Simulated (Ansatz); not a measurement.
Below is the output of a Python script on the Ansatz DFT code, driven from Python that makes a convergence test of the plane-wave cutoff of NbRu, space group P4/mmm. Write a script that gives it. Use (first run): r2SCAN, PAW, cutoff 300 eV, 11×11×10 k-points, cold smearing of 0.1 eV. The script varies cutoff (eV): 300, 375, 450, 525, 600.

Input file `nbru.extxyz`:
```text
2
Lattice="3.0 0.0 0.0 0.0 3.0 0.0 0.0 0.0 3.38" Properties=species:S:1:pos:R:3 pbc="T T T"
Nb    0.00000000    0.00000000    0.00000000
Ru    1.50000000    1.50000000    1.69000000
```

Output of `python ecut_nbru.py`:
```text
  cutoff (eV)    F/atom (eV)    iterations    P (GPa)    max component (eV/A)    plane waves
          300     -5227.2678             7     9.1731                  0.0000            377
          375     -5227.3678             7     9.7160                  0.0000            495
          450     -5227.3721             7     9.7418                  0.0000            659
          525     -5227.3745             7     9.7692                  0.0000            821
          600     -5227.3760             7     9.7818                  0.0000            985
300: +108.15 meV/atom
375: +8.18 meV/atom
450: +3.88 meV/atom
525: +1.42 meV/atom
```

One script that gives this output:

Script `ecut_nbru.py`:
```python
"""Convergence of NbRu with the plane-wave cutoff."""

import warnings

import ansatz
from tabulate import tabulate

warnings.simplefilter("ignore", ansatz.DeckWarning)

nbru = ansatz.Crystal.from_extxyz("nbru.extxyz")

calc = nbru.calculation()
calc = calc.functional("r2scan")
calc = calc.occupations("cold")
calc = calc.kpoints(11, 11, 10)
calc = calc.forces()
calc = calc.stress()

rows = []
for value in [300, 375, 450, 525, 600]:
    report = calc.basis(value).run(threads=1).report
    rows.append((value, report["free_energy_ev"] / len(report["lattice"]["sites"]), report["n_iterations"], sum(report["stress_gpa"][i][i] for i in range(3)) / 3, max(abs(f) for row in report["forces_ev_ang"] for f in row), report["n_pw"]))

print(tabulate(rows, headers=["cutoff (eV)", "F/atom (eV)", "iterations", "P (GPa)", "max component (eV/A)", "plane waves"], floatfmt=".4f", tablefmt="plain"))

# differences from the last row
for row in rows[:-1]:
    shift = 1000 * (row[1] - rows[-1][1])
    print(f"{row[0]}: {shift:+.2f} meV/atom" + ("  (within 1 meV)" if abs(shift) < 1 else ""))
```

Caveats:
- No spin polarisation was allowed.
- Forces vanish by symmetry here and test nothing.
- Pressure is positive in compression.
- The starting cell is as deposited in a crystallographic database; the results hold for this polymorph, which needn't be the stable one.
- Shifts are counted from the last row, which is itself no proven limit.
- The script silences the warnings on its input, which a real study should read.
- Wall time of the script: 32 s on 1 thread of Arm Neoverse V2, with other jobs on the host, peak memory 0.56 GiB.
